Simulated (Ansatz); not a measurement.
# AlFe: how the settings move a single-point run

Question: which choices in the input matter for AlFe?

Program: Ansatz 0.2.0. Level of theory: reference: DFT, PBE, PAW with Ansatz's default frozen-core files, scalar-relativistic. These are calculated values, not measurements.

### Step 1. The system as given

It takes space group Pm-3m (No. 221, cubic). Conventional cell: a = 2.958 Å, b = 2.958 Å, c = 2.958 Å, α = 90.00°, β = 90.00°, γ = 90.00°. Al (site symmetry m-3m) is surrounded by 8 Fe at 2.56 Å. Fe (site symmetry m-3m) is surrounded by 8 Al at 2.56 Å.

As a file:

```cif
data_structure
_symmetry_space_group_name_H-M 'Pm-3m'
_symmetry_Int_Tables_number 221
_cell_length_a 2.9577
_cell_length_b 2.9577
_cell_length_c 2.9577
_cell_angle_alpha 90.000
_cell_angle_beta 90.000
_cell_angle_gamma 90.000
_cell_volume 25.87
loop_
_atom_site_label
_atom_site_type_symbol
_atom_site_symmetry_multiplicity
_atom_site_Wyckoff_symbol
_atom_site_fract_x
_atom_site_fract_y
_atom_site_fract_z
_atom_site_occupancy
Al1 Al 1 a 0.00000 0.00000 0.00000 1
Fe1 Fe 1 b 0.50000 0.50000 0.50000 1
```

### Step 2. Reference

input.yaml reads:

```yaml
crystal:
  lattice:
    - [2.9577133983, 0.0, 0.0]
    - [0.0, 2.9577133983, 0.0]
    - [0.0, 0.0, 2.9577133983]
  atoms:
    - { symbol: Al, position: [0.0, 0.0, 0.0] }
    - { symbol: Fe, position: [0.5, 0.5, 0.5] }
kpoints:
  mp_grid: { grid: [11, 11, 11] }
scf:
  occupations: { method: fermi_dirac, width: 0.1 }
  lower_state_search: "off"
hamiltonian:
  xc: pbe
  pseudopotentials: { kind: paw }
output:
  forces: true
  stress: true
  eigenvalues: true
  write_density: true
  write_potential: true
  elf: true
  volumetric_format: npy
```

On the command line:

```console
$ ansatz run input.yaml --threads 1 --pin off --max-ram 3072MiB --backend cpu --events-out ev --progress --plain --runs-dir out
```

### Step 3. Changing settings: dr2_threshold 1.0e-05

Changes to input.yaml since step 2:

```diff
@@ -13,2 +13,3 @@
   lower_state_search: "off"
+  convergence: { dr2_threshold: 1.0e-05 }
 hamiltonian:
```

**Question.** What will these runs give? Wanted: for each run, ending; energy change; pressure; gap; force.

The runs gave:

| run | ending | energy change | pressure (GPa) | gap (eV) | force (eV/Å) | cycles | time |
| --- | --- | --- | --- | --- | --- | --- | --- |
| reference | converged | 0 | -13.2 | 0.00 | 0.00 | 6 | 0.95 s |
| 1: dr2_threshold 1.0e-05 | converged | 0.0 meV/atom | -13.2 | 0.00 | 0.00 | 6 | 1 s |

Residual by cycle in the longest SCF loop of each run; runs are numbered as in the table. The quantity is the density residual dr2, in eV.

| cycle | reference | run 1 |
| --- | --- | --- |
| 1 | 6.6e-4 | 6.6e-4 |
| 2 | 1.3e-4 | 1.3e-4 |
| 3 | 1.4e-6 | 1.4e-6 |
| 4 | 2.7e-7 | 1.1e-7 |
| 5 | 1.5e-8 | 2.0e-9 |
| 6 | 8.1e-11 | 3.4e-11 |

Energy and cycle count are those of the reference, so the change (convergence setting) left the result and the number of cycles as they were. The structure is not at rest: the sound run finds -13 GPa, so these are no properties of the relaxed crystal. The reference leaves spin out although Fe can carry a moment, so its state need not be the lowest.
